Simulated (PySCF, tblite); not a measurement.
**C3H11O4PSi2, a small molecule taken as a stand-in for a surface group (Si site with back bonds C[SiH3], [H], OP(=O)(O)O): infrared bands, NMR shifts and electronic excitations**

Wanted: the infrared bands, NMR shifts and electronic excitations for `C=C[SiH](C[SiH3])OP(=O)(O)O`.

Computed with tblite 0.8.0 and PySCF 2.14.0; each step states its level. No surroundings beyond the atoms listed, unless a continuum is named. Atoms count from 0, parts from 1.

## (1) The system as given

21 atoms, charge 0, multiplicity 1; geometry: distance geometry start.

## (2) Relaxing the cluster with GFN2-xTB

What the job is given:

```
{"job": {"kind": "relax", "xc": "GFN2-xTB", "basis": "xTB"}, "charge": 0, "multiplicity": 1}
Si     0.159934     2.181982    -0.275171
C      1.332914     1.460257     0.943078
Si     0.432407     0.277527     2.027888
O     -0.944981     0.937670    -0.800061
P     -0.541701    -0.384922    -1.849763
O     -1.726098    -0.563030    -3.093006
O     -0.449115    -1.830437    -0.928644
O      1.011683    -0.058182    -2.619746
C     -0.787031     3.548699     0.508078
C     -1.890300     3.147327     1.361483
H      0.896577     2.711183    -1.393944
H      1.744642     2.237008     1.548410
H      2.106585     0.995056     0.462797
H     -0.325211     0.986703     2.969855
H      1.396758    -0.536971     2.726934
H     -0.393912    -0.538862     1.232290
H     -0.139592    -1.911066    -0.035674
H      1.638500    -0.737466    -2.870757
H     -0.933632     4.415043    -0.082667
H     -1.640340     2.842444     2.342787
H     -2.650427     2.632860     0.897294
```

Method: GFN2-xTB geometry optimisation, gas phase.

Command:

```sh
OMP_NUM_THREADS=1 python cluster_run.py task.json out
```

The driver reads the jobs from task.json and runs them one after another.

Standard output:

```text
step      E/eV     max force
  0    -930.67708    8.071
  1    -932.58221    4.489
  2    -932.56894   17.803
  3    -933.75941    1.962
  4    -934.13651    1.805
  5    -934.52470    1.844
  6    -934.79304    1.600
  7    -935.24250    1.652
  8    -935.56176    1.732
  9    -935.81792    1.662
 10    -936.14385    1.423
 11    -936.41211    1.910
 12    -936.53306    1.523
 13    -936.65480    1.078
 14    -936.71266    0.737
 15    -936.75645    0.704
 16    -936.78689    0.605
 17    -936.81790    0.291
 18    -936.83323    0.283
 19    -936.85455    0.434
 20    -936.87145    0.401
 21    -936.88854    0.281
 22    -936.90397    0.309
 23    -936.92191    0.427
 24    -936.93858    0.412
 25    -936.95047    0.250
 26    -936.95941    0.239
 27    -936.96854    0.338
 28    -936.97695    0.379
 29    -936.98471    0.266
 30    -936.99169    0.304
 31    -936.99983    0.307
 32    -937.00786    0.378
 33    -937.01490    0.215
 34    -937.01965    0.181
 35    -937.02651    0.222
 36    -937.03160    0.260
 37    -937.03375    0.321
 38    -937.03598    0.102
 39    -937.03692    0.104
 40    -937.03860    0.121
 41    -937.03984    0.108
 42    -937.04083    0.074
 43    -937.04146    0.066
 44    -937.04215    0.105
 45    -937.04293    0.109
 46    -937.04363    0.065
 47    -937.04417    0.048
 48    -937.04472    0.093
 49    -937.04536    0.129
 50    -937.04601    0.107
 51    -937.04651    0.048
 52    -937.04694    0.064
 53    -937.04743    0.102
 54    -937.04810    0.146
 55    -937.04889    0.125
 56    -937.04983    0.085
 57    -937.05072    0.086
 58    -937.05199    0.163
 59    -937.05368    0.205
 60    -937.05532    0.163
 61    -937.05644    0.083
 62    -937.05730    0.084
 63    -937.05808    0.111
 64    -937.05881    0.097
 65    -937.05932    0.075
 66    -937.05965    0.048
 67    -937.05995    0.050
 68    -937.06040    0.087
 69    -937.06089    0.061
 70    -937.06129    0.052
 71    -937.06158    0.039
 72    -937.06188    0.038
 73    -937.06224    0.047
 74    -937.06261    0.048
 75    -937.06297    0.048
 76    -937.06339    0.048
 77    -937.06390    0.052
 78    -937.06442    0.055
 79    -937.06483    0.045
 80    -937.06518    0.050
 81    -937.06559    0.051
 82    -937.06612    0.052
 83    -937.06674    0.054
 84    -937.06720    0.050
 85    -937.06753    0.038
 86    -937.06788    0.039
 87    -937.06829    0.048
 88    -937.06872    0.050
 89    -937.06911    0.055
 90    -937.06949    0.051
 91    -937.06996    0.055
 92    -937.07053    0.042
 93    -937.07099    0.043
 94    -937.07128    0.033
 95    -937.07150    0.039
 96    -937.07171    0.043
 97    -937.07195    0.036
 98    -937.07218    0.037
 99    -937.07235    0.025
100    -937.07248    0.028
101    -937.07273    0.048
102    -937.07309    0.060
103    -937.07359    0.055
104    -937.07412    0.066
105    -937.07468    0.063
106    -937.07531    0.056
107    -937.07608    0.062
108    -937.07681    0.063
109    -937.07730    0.073
110    -937.07772    0.067
111    -937.07810    0.092
112    -937.07849    0.049
113    -937.07900    0.050
114    -937.07930    0.054
115    -937.07955    0.036
116    -937.07982    0.060
117    -937.08020    0.053
118    -937.08071    0.066
119    -937.08123    0.052
120    -937.08173    0.054
121    -937.08228    0.071
122    -937.08286    0.060
123    -937.08335    0.072
124    -937.08386    0.053
125    -937.08427    0.045
126    -937.08471    0.047
127    -937.08504    0.041
128    -937.08538    0.037
129    -937.08566    0.032
130    -937.08600    0.040
131    -937.08643    0.049
132    -937.08693    0.065
133    -937.08742    0.067
134    -937.08790    0.049
135    -937.08826    0.098
136    -937.08898    0.091
137    -937.08988    0.066
138    -937.09140    0.063
139    -937.09192    0.056
140    -937.09292    0.060
141    -937.09429    0.079
142    -937.09538    0.078
143    -937.09618    0.143
144    -937.09684    0.140
145    -937.09786    0.077
146    -937.09865    0.054
147    -937.09931    0.061
148    -937.09991    0.076
149    -937.10086    0.080
150    -937.10181    0.094
151    -937.10297    0.088
152    -937.10386    0.088
153    -937.10491    0.122
154    -937.10647    0.128
155    -937.10842    0.152
156    -937.10990    0.162
157    -937.11232    0.124
158    -937.11447    0.104
159    -937.11594    0.102
160    -937.11763    0.129
161    -937.11924    0.132
162    -937.12114    0.108
163    -937.12280    0.104
164    -937.12356    0.252
165    -937.12582    0.083
166    -937.12745    0.062
167    -937.12942    0.077
168    -937.13066    0.130
169    -937.13181    0.078
170    -937.13292    0.066
171    -937.13348    0.070
172    -937.13440    0.090
173    -937.13533    0.077
174    -937.13665    0.080
175    -937.13764    0.067
176    -937.13863    0.064
177    -937.13956    0.108
178    -937.14048    0.052
179    -937.14126    0.077
180    -937.14208    0.059
181    -937.14304    0.062
182    -937.14397    0.049
183    -937.14472    0.062
184    -937.14523    0.051
185    -937.14574    0.058
186    -937.14620    0.052
187    -937.14687    0.062
188    -937.14723    0.043
189    -937.14769    0.037
190    -937.14800    0.037
191    -937.14830    0.043
192    -937.14859    0.041
193    -937.14888    0.029
194    -937.14911    0.027
195    -937.14928    0.027
196    -937.14942    0.030
197    -937.14955    0.026
198    -937.14968    0.029
199    -937.14982    0.026
200    -937.14998    0.032
201    -937.14998    0.032
202    -937.15492    0.041
203    -937.15761    0.103
204    -937.16028    0.162
205    -937.16234    0.118
206    -937.16405    0.082
207    -937.16526    0.136
208    -937.16314    0.193
209    -937.16572    0.095
210    -937.16455    0.132
211    -937.16667    0.024
212    -937.16679    0.077
213    -937.16704    0.038
214    -937.16724    0.026
215    -937.16746    0.054
216    -937.16778    0.076
217    -937.16806    0.043
218    -937.16832    0.085
219    -937.16888    0.108
220    -937.16922    0.099
221    -937.16992    0.100
222    -937.17017    0.140
223    -937.17021    0.115
224    -937.17036    0.145
225    -937.17094    0.141
226    -937.17071    0.117
227    -937.17170    0.060
228    -937.17185    0.103
229    -937.17209    0.062
230    -937.17237    0.062
231    -937.17294    0.038
232    -937.17323    0.170
233    -937.17348    0.143
234    -937.17457    0.062
235    -937.17457    0.110
236    -937.17552    0.071
237    -937.17514    0.168
238    -937.17595    0.130
239    -937.17586    0.218
240    -937.17758    0.107
241    -937.17762    0.162
242    -937.17891    0.135
243    -937.17624    0.294
244    -937.18056    0.096
245    -937.17625    0.312
246    -937.17928    0.176
247    -937.17735    0.398
248    -937.18157    0.217
249    -937.17863    0.275
250    -937.18441    0.110
251    -937.18221    0.255
252    -937.18652    0.149
253    -937.18733    0.145
254    -937.19024    0.115
255    -937.19361    0.239
256    -937.19840    0.188
257    -937.19977    0.343
258    -937.20361    0.282
259    -937.20924    0.202
260    -937.20622    0.296
261    -937.21265    0.258
262    -937.19722    0.500
263    -937.21139    0.416
264    -937.20256    0.578
265    -937.20886    0.425
266    -937.19210    0.822
267    -937.21269    0.297
268    -937.15137    0.749
269    -937.21225    0.250
270    -937.17882    0.803
271    -937.21640    0.124
272    -937.20260    0.487
273    -937.21773    0.083
274    -937.21593    0.208
275    -937.21835    0.075
276    -937.21539    0.243
277    -937.21910    0.057
278    -937.21919    0.080
279    -937.22008    0.068
280    -937.22145    0.106
281    -937.22276    0.130
282    -937.22276    0.130
283    -937.22743    0.128
284    -937.22991    0.166
285    -937.23256    0.129
286    -937.23387    0.154
287    -937.23676    0.168
288    -937.23803    0.204
289    -937.23626    0.322
290    -937.23579    0.248
291    -937.24045    0.115
292    -937.24028    0.243
293    -937.24185    0.120
294    -937.24090    0.298
295    -937.24299    0.067
296    -937.24244    0.119
297    -937.24390    0.099
298    -937.24339    0.153
299    -937.24452    0.042
300    -937.24454    0.077
301    -937.24480    0.044
302    -937.24476    0.033
303    -937.24490    0.011
304    -937.24492    0.019
305    -937.24494    0.020
306    -937.24497    0.013
307    -937.24500    0.012
308    -937.24502    0.006
```

Wall time 29 s (1 thread of Arm Neoverse N1, shared host).

The steps of the relaxation:

| step | energy from step 0 (eV) | largest force (eV/Å) |
| --- | --- | --- |
| 0 | 0.0000 | 8.0707 |
| 12 | -5.8560 | 1.5230 |
| 24 | -6.2615 | 0.4124 |
| 36 | -6.3545 | 0.2594 |
| 48 | -6.3676 | 0.0931 |
| 60 | -6.3782 | 0.1631 |
| 72 | -6.3848 | 0.0378 |
| 84 | -6.3901 | 0.0501 |
| 96 | -6.3946 | 0.0435 |
| 108 | -6.3997 | 0.0635 |
| 120 | -6.4046 | 0.0535 |
| 132 | -6.4099 | 0.0646 |
| 144 | -6.4198 | 0.1402 |
| 156 | -6.4328 | 0.1622 |
| 168 | -6.4536 | 0.1300 |
| 180 | -6.4650 | 0.0585 |
| 192 | -6.4715 | 0.0405 |
| 204 | -6.4832 | 0.1620 |
| 216 | -6.4907 | 0.0757 |
| 228 | -6.4948 | 0.1028 |
| 240 | -6.5005 | 0.1071 |
| 252 | -6.5094 | 0.1485 |
| 264 | -6.5255 | 0.5786 |
| 276 | -6.5383 | 0.2431 |
| 288 | -6.5609 | 0.2042 |
| 300 | -6.5675 | 0.0763 |
| 308 | -6.5679 | 0.0063 |

Distances of close pairs at the start and the end, largest changes first:

| bond | before (Å) | after (Å) | change (Å) |
| --- | --- | --- | --- |
| P4–O5 | 1.726 | 1.454 | -0.272 |
| P4–O7 | 1.764 | 1.601 | -0.164 |
| O3–P4 | 1.736 | 1.579 | -0.157 |
| P4–O6 | 1.717 | 1.582 | -0.134 |
| C8–C9 | 1.451 | 1.324 | -0.128 |
| Si0–O3 | 1.745 | 1.650 | -0.095 |
| C1–H12 | 1.023 | 1.089 | +0.067 |
| Si2–H13 | 1.402 | 1.468 | +0.066 |

## (3) Harmonic vibrations: GFN2-xTB

What the job is given:

```
{"job": {"kind": "ir", "xc": "GFN2-xTB", "basis": "xTB"}, "charge": 0, "multiplicity": 1}
Si    -0.595982     0.986118    -0.556272
C      1.243208     1.064502    -0.994896
Si     2.364528     0.225873     0.289871
O     -1.010128    -0.562931    -0.166009
P     -0.725875    -1.850340    -1.034972
O      0.260318    -1.718269    -2.095342
O     -2.164750    -2.297220    -1.517518
O     -0.380918    -2.945633     0.079903
C     -1.006162     1.914496     1.026460
C     -1.352466     1.365860     2.180449
H     -1.469026     1.399319    -1.663759
H      1.555137     2.097549    -1.141771
H      1.383184     0.551227    -1.945441
H      2.238918     0.901938     1.586828
H      3.756597     0.313686    -0.166382
H      2.036669    -1.193644     0.475816
H     -2.762884    -2.415440    -0.779888
H      0.564878    -3.073920     0.112587
H     -0.930564     2.991915     0.965079
H     -1.438383     0.296553     2.281400
H     -1.566299     1.948359     3.063858
```

With the program's defaults for keys left out, this is: GFN2-xTB harmonic vibrations, gas phase.

Standard output:

```text
mode    cm-1     km/mol
  1      31.6      3.97
  2      41.4      1.48
  3      47.9      1.27
  4      55.7      0.06
  5      80.3      1.39
  6      99.6      1.20
  7     115.2      1.78
  8     144.1      1.26
  9     164.2      5.04
 10     189.0     71.90
 11     250.8     18.66
 12     278.5     31.54
 13     305.9     82.01
 14     341.1     44.72
 15     366.2     11.57
 16     380.6     27.11
 17     428.0     97.65
 18     463.2    165.17
 19     476.5      8.60
 20     484.5     26.65
 21     521.7     46.99
 22     616.8     77.82
 23     637.1     30.50
 24     673.3      4.90
 25     693.6     74.37
 26     732.1    202.28
 27     758.6    108.48
 28     781.6    416.14
 29     792.5    200.72
 30     806.9    176.93
 31     811.7    259.98
 32     824.4     34.15
 33     832.1    183.60
 34     901.2    310.71
 35     907.2    501.55
 36     920.7     23.03
 37     947.5    487.40
 38    1000.6      7.83
 39    1019.7      3.77
 40    1037.3     16.23
 41    1129.6    115.40
 42    1282.0      0.77
 43    1298.7    340.79
 44    1408.1      1.82
 45    1429.7      2.97
 46    1669.9     18.05
 47    2206.0    388.98
 48    2209.8    350.86
 49    2228.2    371.32
 50    2235.6    192.57
 51    2992.1     25.78
 52    2997.2      2.94
 53    3050.0     41.68
 54    3074.9     37.37
 55    3111.9     40.18
 56    3607.1     44.45
 57    3638.0     44.66
```

Run time: 2.5 s. Hardware: 1 thread of Arm Neoverse N1, shared host; peak memory 0.19 GiB.

The strongest bands and the atoms that carry them:

| cm⁻¹ | km/mol | atoms |
| --- | --- | --- |
| 782 | 416.1 | H13 37 %, H14 34 % |
| 907 | 501.6 | H16 45 %, O6 29 %, P4 17 % |
| 948 | 487.4 | O3 75 %, Si0 10 % |
| 2206 | 389.0 | H15 73 %, H10 19 % |
| 2210 | 350.9 | H10 74 %, H15 17 % |
| 2228 | 371.3 | H13 80 %, H14 12 % |

## (4) Nuclear shieldings: PBE0/pcSseg-1

Same as in step 3 but for these lines:

```diff
@@ -1,2 +1,2 @@
-{"job": {"kind": "ir", "xc": "GFN2-xTB", "basis": "xTB"}, "charge": 0, "multiplicity": 1}
+{"job": {"kind": "nmr", "xc": "PBE0", "basis": "pcSseg-1"}, "charge": 0, "multiplicity": 1}
 Si    -0.595982     0.986118    -0.556272
```

With the program's defaults for keys left out, this is: GIAO PBE0/pcSseg-1 NMR shielding, non-relativistic, gas phase.

Standard output:

```text
coarse grid: 19296 points
cycle   1  E = -1340.9878919133  dE =  1.707e+00  |g| = 1.314e+00  |ddm| = 4.339e+00
cycle   2  E = -1340.6685753541  dE =  3.193e-01  |g| = 1.862e+00  |ddm| = 2.108e+00
cycle   3  E = -1341.2810292502  dE = -6.125e-01  |g| = 2.804e-01  |ddm| = 1.409e+00
cycle   4  E = -1341.2948495317  dE = -1.382e-02  |g| = 6.397e-02  |ddm| = 2.156e-01
cycle   5  E = -1341.2954761651  dE = -6.266e-04  |g| = 1.758e-02  |ddm| = 4.488e-02
cycle   6  E = -1341.2955328165  dE = -5.665e-05  |g| = 5.620e-03  |ddm| = 1.547e-02
cycle   7  E = -1341.2955384410  dE = -5.625e-06  |g| = 1.726e-03  |ddm| = 4.718e-03
final grid: 173328 points
cycle   8  E = -1341.3940859151  dE = -3.178e-05  |g| = 1.154e-02  |ddm| = 2.479e-02
cycle   9  E = -1341.3940624974  dE =  2.342e-05  |g| = 1.610e-02  |ddm| = 1.868e-02
cycle  10  E = -1341.3941109124  dE = -4.841e-05  |g| = 1.757e-03  |ddm| = 1.113e-02
cycle  11  E = -1341.3941114809  dE = -5.685e-07  |g| = 3.531e-04  |ddm| = 1.362e-03
cycle  12  E = -1341.3941114997  dE = -1.879e-08  |g| = 1.504e-04  |ddm| = 3.094e-04
cycle  13  E = -1341.3941115037  dE = -4.007e-09  |g| = 4.348e-05  |ddm| = 1.268e-04
cycle  14  E = -1341.3941115040  dE = -3.156e-10  |g| = 1.250e-05  |ddm| = 3.753e-05
converged SCF energy = -1341.3941115040

GIAO shielding tensors (ppm)
atom      isotropic    diamagn.    paramagn.     s11        s22        s33       span
  0 Si     358.073     884.778    -526.705    318.535    372.936    382.748     64.213
  1 C      191.367     262.916     -71.549    178.687    192.321    203.092     24.405
  2 Si     424.666     882.589    -457.923    398.454    411.044    464.501     66.048
  3 O      217.839     409.067    -191.229    170.236    210.498    272.783    102.547
  4 P      329.159     969.393    -640.235    253.862    260.764    472.849    218.987
  5 O      187.494     400.320    -212.827    165.224    171.597    225.659     60.435
  6 O      234.152     387.725    -153.573    189.292    221.752    291.411    102.118
  7 O      224.003     393.219    -169.216    181.418    192.625    297.965    116.546
  8 C       46.938     265.673    -218.736    -65.287     35.685    170.415    235.703
  9 C       43.496     255.971    -212.475    -83.881     40.272    174.097    257.978
 10 H       26.128      31.162      -5.034     22.454     24.425     31.504      9.050
 11 H       32.032      32.491      -0.459     27.035     28.196     40.863     13.827
 12 H       30.302      34.474      -4.172     25.075     28.894     36.938     11.863
 13 H       27.699      31.656      -3.957     23.850     26.644     32.603      8.754
 14 H       27.615      29.900      -2.286     23.985     24.837     34.021     10.036
 15 H       28.053      34.480      -6.428     23.414     29.208     31.536      8.123
 16 H       28.577      31.330      -2.753     21.215     24.252     40.263     19.048
 17 H       28.266      33.204      -4.938     20.688     24.854     39.258     18.570
 18 H       25.667      31.341      -5.674     23.899     25.359     27.745      3.846
 19 H       25.327      35.452     -10.125     21.805     23.907     30.270      8.465
 20 H       25.075      29.094      -4.019     22.267     24.612     28.347      6.080
```

Run time: 97 s. Hardware: 1 thread of Arm Neoverse N1, shared host; peak memory 1.1 GiB.

Shifts follow as δ = σ(reference) − σ, with reference shieldings (ppm) from runs at the same level and on the same kind of geometry: ¹H TMS 31.72, ¹³C TMS 186.9, ²⁹Si TMS 349.2, ¹⁷O H2O 336.1, ³¹P H3PO4 318.4. The references are single molecules in the gas phase, so shifts against H2O, NH3, PH3, H3PO4 or CFCl3 are not on the usual liquid scales and can be off by tens of ppm.

| atoms | environment | σ (ppm) | δ (ppm) |
| --- | --- | --- | --- |
| C9 | carbon bonded to C, 2 H | 43.5 | 143.4 |
| C8 | carbon bonded to C, Si, H | 46.9 | 140.0 |
| C1 | carbon bonded to 2 Si, 2 H | 191.4 | -4.4 |
| H20 | hydrogen on a carbon bonded to C | 25.08 | 6.64 |
| H19 | hydrogen on a carbon bonded to C | 25.33 | 6.39 |
| H18 | hydrogen on a carbon bonded to C, Si | 25.67 | 6.05 |
| H10 | hydrogen on a silicon bonded to 2 C, O | 26.13 | 5.59 |
| H14 | hydrogen on a silicon bonded to C | 27.61 | 4.10 |
| H13 | hydrogen on a silicon bonded to C | 27.70 | 4.02 |
| H15 | hydrogen on a silicon bonded to C | 28.05 | 3.66 |
| H17 | hydrogen on an oxygen bonded to P | 28.27 | 3.45 |
| H16 | hydrogen on an oxygen bonded to P | 28.58 | 3.14 |
| H12 | hydrogen on a carbon bonded to 2 Si | 30.30 | 1.41 |
| H11 | hydrogen on a carbon bonded to 2 Si | 32.03 | -0.31 |
| Si0 | silicon bonded to 2 C, O, H | 358.1 | -8.9 |
| Si2 | silicon bonded to C, 3 H | 424.7 | -75.5 |
| O5 | oxygen bonded to P | 187.5 | 148.6 |
| O3 | oxygen bonded to P, Si | 217.8 | 118.2 |
| O7 | oxygen bonded to P, H | 224.0 | 112.1 |
| O6 | oxygen bonded to P, H | 234.2 | 101.9 |
| P4 | phosphorus bonded to 4 O | 329.2 | -10.8 |

The run also stored atomic charges by several schemes (e):

| atoms | Mulliken | IAO | Hirshfeld | ESP fit |
| --- | --- | --- | --- | --- |
| Si0 | 1.06 | 1.13 | 0.42 | 0.59 |
| C1 | -0.87 | -0.85 | -0.25 | -0.56 |
| Si2 | 0.50 | 0.62 | 0.31 | 0.45 |
| O3 | -0.72 | -0.86 | -0.24 | -0.46 |
| P4 | 1.33 | 2.02 | 0.56 | 1.25 |
| O5 | -0.60 | -0.91 | -0.37 | -0.62 |
| O6 | -0.47 | -0.75 | -0.23 | -0.64 |
| O7 | -0.49 | -0.76 | -0.25 | -0.67 |
| C8 | -0.52 | -0.45 | -0.14 | -0.33 |
| C9 | -0.14 | -0.27 | -0.08 | -0.29 |

Mayer bond orders: Si0–C1 0.94, C1–Si2 0.91, Si0–O3 0.76, O3–P4 1.01, P4–O5 1.87, P4–O6 1.07, P4–O7 1.06, Si0–C8 0.89, C8–C9 2.00.

(Part 1 of 2 ends here.)
